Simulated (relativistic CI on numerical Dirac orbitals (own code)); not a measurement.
**Cu⁴⁺: 3s photoemission multiplets**

Aim: the 3s photoemission spectrum of Cu⁴⁺ in 4 surroundings, from the same atomic integrals.

The numbers are computed with relativistic CI on numerical Dirac orbitals (own code) version 1 (Dirac-Coulomb-Breit CI, KLI orbitals optimised for each configuration, model QED (radiative potential, 1s self-energy scaled to tabulated hydrogen-like ionisation energies), multiplet model of photoemission in the sudden approximation), except any that are marked as measured or tabulated.

## 1. Starting point

* ion: Cu⁴⁺ (Cu V)
* nuclear charge: 29
* electrons: 25
* configurations: [Ar] 3d7 → [Ne] 3s 3p6 3d7
* temperature: 300 K
* widths: Lorentz 1.5 eV, Gauss 0.6 eV
* surrounding 1: free ion
* surrounding 2: D3d, 10Dq = 28400, Dsigma = -1200, Dtau = -350 cm⁻¹
* surrounding 3: D3d, 10Dq = 28400, Dsigma = -720, Dtau = -350 cm⁻¹
* surrounding 4: D3d, 10Dq = 28400, Dsigma = -240, Dtau = -350 cm⁻¹

## 2. Surrounding 1: free ion

The run's settings:

```ini
atom Cu  Z=29  charge=4  electrons=25
nucleus A=63  rms_radius_fm=3.8823
hamiltonian dirac-coulomb  breit=on  qed=on  c_scale=1
orbitals kli  potential=per-configuration
slater_scale 1
correlation none
mixing on
configurations
  [Ar] 3d7
  [Ne] 3s 3p6 3d7
end
photoemission 3s T=300 lorentz=1.5 gauss=0.6
crystal_field free
```

Results of the run (chosen fields of its result record, rounded):

```text
{
  "status": "converged",
  "curve, one point in 3 above 2 % of the maximum [energy, intensity] [eV; 1/eV]": [
    [196.6, 0.004851],
    [197.2, 0.005995],
    [197.8, 0.007611],
    [198.4, 0.009998],
    [199, 0.01373],
    [199.6, 0.02005],
    [200.2, 0.03188],
    [200.8, 0.05721],
    [201.4, 0.1175],
    [202, 0.2199],
    [202.6, 0.2171],
    [203.2, 0.1151],
    [203.8, 0.05643],
    [204.4, 0.03185],
    [205, 0.02042],
    [205.6, 0.01439],
    [206.2, 0.01093],
    [206.8, 0.008847],
    [207.4, 0.007624],
    [208, 0.00705],
    [208.6, 0.006899],
    [209.2, 0.006766],
    [209.8, 0.006964],
    [210.4, 0.007795],
    [211, 0.009478],
    [211.6, 0.0126],
    [212.2, 0.01862],
    [212.8, 0.03152],
    [213.4, 0.0623],
    [214, 0.1204],
    [214.6, 0.1349],
    [215.2, 0.07944],
    [215.8, 0.03902],
    [216.4, 0.02133],
    [217, 0.01328],
    [217.6, 0.009077],
    [218.2, 0.006626],
    [218.8, 0.005073]
  ],
  "sticks, the strongest [energy, strength] [eV, share]": [
    [202.27, 0.5496],
    [202.44, 0.07713],
    [208.59, 0.0004159],
    [208.69, 0.00105],
    [212.89, 4.547e-05],
    [214.35, 0.3291],
    [214.82, 0.04262]
  ],
  "centroid [eV]": 206.8,
  "spread [eV]": 5.85285,
  "peak [eV]": 202.2,
  "ground_S": 1.49725,
  "radial 3s 3d7 [Ha, bohr]": {"<r^1>(3s)": 0.69181, "<r^2>(3s)": 0.54955, "<r^4>(3s)": 0.47595, "<r^-3>(3d)": 10.659, "<r^1>(3d)": 0.75993, "<r^2>(3d)": 0.70589, "<r^4>(3d)": 1.0078, "F2(3d,3d)": 0.57742, "F4(3d,3d)": 0.36359, "G2(3s,3d)": 0.55576, "zeta(3d)": 0.004881}
}
```

Run time: 0.13 s. Hardware: 1 thread, shared host.

## 3. Surrounding 2: D3d, 10Dq = 28400, Dsigma = -1200, Dtau = -350

Settings: those of step 2 with these lines changed.

```diff
@@ -12,2 +12,2 @@
 photoemission 3s T=300 lorentz=1.5 gauss=0.6
-crystal_field free
+crystal_field D3d 10Dq=28400 Dsigma=-1200 Dtau=-350
```

Main fields:

```text
{
  "status": "converged",
  "curve, one point in 5 above 2 % of the maximum [energy, intensity] [eV; 1/eV]": [
    [196.6, 0.004792],
    [197.6, 0.006908],
    [198.6, 0.01087],
    [199.6, 0.01964],
    [200.6, 0.0451],
    [201.6, 0.1457],
    [202.6, 0.2173],
    [203.6, 0.07117],
    [204.6, 0.02771],
    [205.6, 0.01626],
    [206.6, 0.01199],
    [207.6, 0.007997],
    [208.6, 0.006708],
    [209.6, 0.006882],
    [210.6, 0.008596],
    [211.6, 0.01392],
    [212.6, 0.02758],
    [213.6, 0.07663],
    [214.6, 0.1363],
    [215.6, 0.04843],
    [216.6, 0.0178],
    [217.6, 0.009022],
    [218.6, 0.0055]
  ],
  "sticks, the strongest [energy, strength] [eV, share]": [
    [202.3, 0.3534],
    [202.31, 0.2642],
    [206.27, 0.004118],
    [206.28, 0.00357],
    [212.33, 0.001203],
    [212.34, 0.00483],
    [214.41, 0.169],
    [214.42, 0.1907]
  ],
  "centroid [eV]": 206.833,
  "spread [eV]": 5.82537,
  "peak [eV]": 202.4,
  "ground_S": 1.48887
}
```

Wall time 0.13 s (1 thread, shared host).

## 4. Surrounding 3: D3d, 10Dq = 28400, Dsigma = -720, Dtau = -350

Settings: those of step 3 with these lines changed.

```diff
@@ -12,2 +12,2 @@
 photoemission 3s T=300 lorentz=1.5 gauss=0.6
-crystal_field D3d 10Dq=28400 Dsigma=-1200 Dtau=-350
+crystal_field D3d 10Dq=28400 Dsigma=-720 Dtau=-350
```

Main fields:

```text
{
  "status": "converged",
  "curve, one point in 5 above 2 % of the maximum [energy, intensity] [eV; 1/eV]": [
    [196.6, 0.004792],
    [197.6, 0.006908],
    [198.6, 0.01087],
    [199.6, 0.01965],
    [200.6, 0.04514],
    [201.6, 0.1459],
    [202.6, 0.2168],
    [203.6, 0.07098],
    [204.6, 0.02777],
    [205.6, 0.01666],
    [206.6, 0.0122],
    [207.6, 0.008043],
    [208.6, 0.006747],
    [209.6, 0.006921],
    [210.6, 0.008667],
    [211.6, 0.01414],
    [212.6, 0.02769],
    [213.6, 0.07715],
    [214.6, 0.1356],
    [215.6, 0.048],
    [216.6, 0.01768],
    [217.6, 0.00898],
    [218.6, 0.00548]
  ],
  "sticks, the strongest [energy, strength] [eV, share]": [
    [202.29, 0.1196],
    [202.3, 0.2429],
    [202.31, 0.2534],
    [202.76, 0.00158],
    [206.21, 0.00876],
    [212.28, 0.006205],
    [214.4, 0.1156],
    [214.41, 0.2399]
  ],
  "centroid [eV]": 206.83,
  "spread [eV]": 5.82161,
  "peak [eV]": 202.4,
  "ground_S": 1.48766
}
```

It took 0.13 s on 1 thread, shared host.

## 5. Surrounding 4: D3d, 10Dq = 28400, Dsigma = -240, Dtau = -350

Settings: those of step 4 with these lines changed.

```diff
@@ -12,2 +12,2 @@
 photoemission 3s T=300 lorentz=1.5 gauss=0.6
-crystal_field D3d 10Dq=28400 Dsigma=-720 Dtau=-350
+crystal_field D3d 10Dq=28400 Dsigma=-240 Dtau=-350
```

Main fields:

```text
{
  "status": "converged",
  "curve, one point in 5 above 2 % of the maximum [energy, intensity] [eV; 1/eV]": [
    [196.6, 0.00479],
    [197.6, 0.006905],
    [198.6, 0.01087],
    [199.6, 0.01964],
    [200.6, 0.04512],
    [201.6, 0.1458],
    [202.6, 0.2164],
    [203.6, 0.07086],
    [204.6, 0.02786],
    [205.6, 0.01713],
    [206.6, 0.01238],
    [207.6, 0.008083],
    [208.6, 0.006782],
    [209.6, 0.006946],
    [210.6, 0.008712],
    [211.6, 0.0143],
    [212.6, 0.02754],
    [213.6, 0.07671],
    [214.6, 0.1356],
    [215.6, 0.04817],
    [216.6, 0.01771],
    [217.6, 0.008993],
    [218.6, 0.005485]
  ],
  "sticks, the strongest [energy, strength] [eV, share]": [
    [202.29, 0.185],
    [202.3, 0.1917],
    [202.31, 0.2372],
    [212.22, 0.00615],
    [214.33, 0.01108],
    [214.4, 0.09452],
    [214.41, 0.2184],
    [214.46, 0.03134]
  ],
  "centroid [eV]": 206.828,
  "spread [eV]": 5.81779,
  "peak [eV]": 202.4,
  "ground_S": 1.48641
}
```

It took 0.13 s on 1 thread, shared host.

## 6. Comparison

| surrounding | ground S | centroid (eV) | spread (eV) | up to four highest peaks (% of the highest), eV |
| --- | --- | --- | --- | --- |
| 1: free | 1.50 | 206.80 | 5.85 | 202.2 (100), 214.4 (59) |
| 2: D3d | 1.49 | 206.83 | 5.83 | 202.4 (100), 214.4 (60) |
| 3: D3d | 1.49 | 206.83 | 5.82 | 202.4 (100), 214.4 (60) |
| 4: D3d | 1.49 | 206.83 | 5.82 | 202.4 (100), 214.4 (60) |

## 7. What came out

```
                           quantity     value
            highest peak, first run  202.2 eV
ground spin (effective S from ⟨S²⟩)      1.50
```

In words: The highest peak stays in place, within the step of the energy grid, in all surroundings. Energies are those of the free ion without screening by ligands; binding energies in solids differ by tens of eV. The exchange splitting of an s hole comes out too large without intra-shell correlation.
